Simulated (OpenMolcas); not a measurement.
# Nd³⁺ among point charges: CASSCF levels and susceptibility

Aim: the splitting of the states of Nd³⁺ in the field of 6 point charges, its lowest levels with spin-orbit coupling and its magnetic susceptibility.

Method: state-averaged CASSCF, spin-orbit coupling by RASSI with atomic mean-field integrals. Code: OpenMolcas 26.06.

## 1. The atom as given

```
Species                           : Nd³⁺ (neodymium, Z = 60, 57 electrons)
Basis                             : ANO-RCC-VDZP [7s6p4d2f1g], 68 functions
Scalar Hamiltonian                : DKH2, point nucleus
Inactive shells                   : 1s 2s 2p 3s 3p 3d 4s 4p 4d 5s 5p
Active space                      : 3 electrons in 7 orbitals (4f)
Some configurations of this space : 4f3
Orbitals                          : optimised for the highest spin of each parity, averaged over all roots
```

Outer shells as boxes (Hund's rule):

4f3
```
4f [↑ ][↑ ][↑ ][  ][  ][  ][  ]
```

The ion sits among 6 point charges of -2 e arranged as a trigonal antiprism (D3d), 2.21 Å from the ion, with a polar angle of 51.5° against the regular 54.74°.

Each step is its own input file, run in one work folder so that later steps find the files of earlier ones. Labels, J, g values, rates, χT and fits are worked out afterwards by a script from the matrices that RASSI stores. The input lists half of the charges; inversion (Group=XYZ) makes the rest.

## 2. Basis and integrals

File a.inp:

```
&GATEWAY
Coord
1

Nd 0.0 0.0 0.0
Basis=ANO-RCC-VDZP
Group=XYZ
NoMove
AngMom=0.0 0.0 0.0
AMFI
XField
3 Angstrom 0
0.000000 1.728398 1.377222 -2.000000
1.496837 -0.864199 1.377222 -2.000000
1.496837 0.864199 -1.377222 -2.000000
&SEWARD
```

Run with:

```
> OMP_NUM_THREADS=1 MOLCAS_MEM=2252 MOLCAS_PROJECT=a pymolcas a.inp > a.log
```

## 3. CASSCF: quartets of odd parity, 35 roots

File a.inp:

```
&RASSCF
FileOrb=start.orb
Symmetry=2
Spin=4
nActEl=3 0 0
Inactive=15 12
Ras2=0 7
CIRoot=35 35 1
SDav=35
CIMx=300
Iter=120 100
PrWF=0.3
OrbListing=Nothing
MaxOrb=0
>>> COPY $Project.JobIph JOB001
```

start.orb holds the contracted functions of the basis, ordered by shell, or the orbitals of the step before.

## 4. Reference wave functions, doublets of odd parity, 112 roots

File a.inp:

```
&RASSCF
FileOrb=start.orb
Symmetry=2
Spin=2
nActEl=3 0 0
Inactive=15 12
Ras2=0 7
CIRoot=112 112 1
SDav=112
CIMx=300
Iter=120 100
PrWF=0.3
OrbListing=Nothing
MaxOrb=0
CIOnly
>>> COPY $Project.JobIph JOB002
```

## 5. RASSI: spin-orbit coupling between the states

File a.inp:

```
&RASSI
NrOfJobIphs=2 35 89
1 2 3 4 5 6 7 8 9 10 11 12 13 14 15 16 17 18 19 20 21 22 23 24 25 26 27
28 29 30 31 32 33 34 35
1 2 3 4 5 6 7 8 9 10 11 12 13 14 15 16 17 18 19 20 21 22 23 24 25 26 27
28 29 30 31 32 33 34 35 36 37 38 39 40 41 42 43 44 45 46 47 48 49 50 51
52 53 54 55 56 57 58 59 60 61 62 63 64 65 66 67 68 69 70 71 72 73 74 75
76 77 78 79 80 81 82 83 84 85 86 87 88 89
IphNames
JOB001
JOB002
EJob
SpinOrbit
DIPRint=1.0
SOCoupling=1000.0
Subsets=2
Property=9
'ANGMOM' 1 'ANGMOM' 2 'ANGMOM' 3 'MLTPL  1' 1 'MLTPL  1' 2 'MLTPL  1' 3
'AMFI' 1 'AMFI' 2 'AMFI' 3
SOProperty=3
'ANGMOM' 1 'ANGMOM' 2 'ANGMOM' 3
```

**Question.** What will these runs give? Wanted: spin-free ground state; first state of the same spin within the active space; lowest level; next level.

As calculated:

| quantity | value |
| --- | --- |
| method | CASSCF |
| spin-free ground state | 4A2, 1-fold in its orbital part |
| first state of the same spin within the active space | 4E at 23.2 cm⁻¹ |
| lowest level | 2-fold E3/2, g = 0.00, 0.00, 5.29 |
| next level | 10.9 cm⁻¹ |
| χT at 300 K | 1.61 cm³ K/mol |
| effective moment at 300 K | 3.58 μB |

In words: The spin-free ground state (4A2) comes to 100 % from free-ion I terms and keeps the highest spin of the shell. The doublets rest on orbitals optimised for another spin in at least one step, which raises them against the optimised states. Not all states of the active space went into the spin-orbit step. High states of lower spin are left out of the spin-orbit mixing, and CASSCF puts spin-flip levels too high. Point charges carry no covalency, so the field is a model and not that of real ligands.
